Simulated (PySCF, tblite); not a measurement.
# C₂H₅F₂OSi₂ radical: geometry, infrared bands and EPR parameters

Aim: predict the infrared bands and EPR parameters of C₂H₅F₂OSi₂ radical (`F[C@@H]1C[Si](F)O[SiH2]1`).

Programs: tblite 0.8.0 and PySCF 2.14.0, with density-fitted response routines of our own. Each step states its level of theory. These are calculated values for one molecule in the gas phase, unless marked as measured. Atoms count from 0, in the outputs and in this text.

## (1) Starting geometry

12 atoms, charge 0, multiplicity 2; geometry from: force field or distance geometry start.

Bonds of the start (Å): F0–C1 1.37, C1–C2 1.53, C2–Si3 1.97, Si3–F4 1.60, Si3–O5 1.71, O5–Si6 1.71, Si6–C1 1.93, C1–H7 1.10, C2–H8 1.09, C2–H9 1.10, Si6–H10 1.48, Si6–H11 1.48.

## (2) Relaxing the molecule with GFN2-xTB

Job settings and geometry (Å):

```
{"job": {"kind": "relax", "xc": "GFN2-xTB", "basis": "xTB"}, "charge": 0, "multiplicity": 2}
F     -0.205800    -1.932600    -0.805800
C     -0.203200    -1.036800     0.224300
C     -1.272500     0.023600    -0.041500
Si    -0.449600     1.413500    -1.164500
F     -0.909500     2.803700    -0.507600
O      1.185400     1.167600    -0.724000
Si     1.527300    -0.191700     0.249200
H     -0.393600    -1.595400     1.156400
H     -1.590100     0.511900     0.885600
H     -2.154900    -0.393600    -0.554800
H      1.879500     0.257000     1.619700
H      2.588100    -1.027900    -0.363100
```

Run with:

```bash
> OMP_NUM_THREADS=1 python probes_run.py task.json out
```

One launch serves the whole session: the jobs run in the order shown.

**Question.** This job is followed by: GFN2-xTB harmonic vibrations, gas phase; UKS B3LYP, pcH-1 on C F H O Si, non-relativistic, mean-field spin-orbit, GIAO. Predict these results of the whole session: strongest single infrared mode (GFN2-xTB); zero-point energy (GFN2-xTB); g(iso) (B3LYP); ⟨S²⟩; largest a(iso); surface potential, 1st and 99th percentile.

As calculated:

```
                                 quantity                    value
strongest single infrared mode (GFN2-xTB)    2326 cm⁻¹, 311 km/mol
             zero-point energy (GFN2-xTB)            44.2 kcal/mol
                           g(iso) (B3LYP)                  2.00146
                                     ⟨S²⟩       0.752 (exact 0.75)
                           largest a(iso)  29Si on Si3, -856.8 MHz
    surface potential, 1st and 99th percentile       -1.11 V and 1.62 V
```

In words: Over 45 steps the energy fell by 0.245 eV; of the close pairs, O5–Si6 changed most, 1.706 to 1.630 Å. No mode is imaginary among the 30: a minimum at this level. The strongest single mode, at 2326 cm⁻¹, moves mainly H10. GFN2-xTB is a fitted tight-binding method: band positions and strengths are rough. Its intensities can rank the bands wrongly. Most of the unpaired spin sits on Si3 (0.78 e). The isotropic g lies 0.9 ppt below the free-electron value.
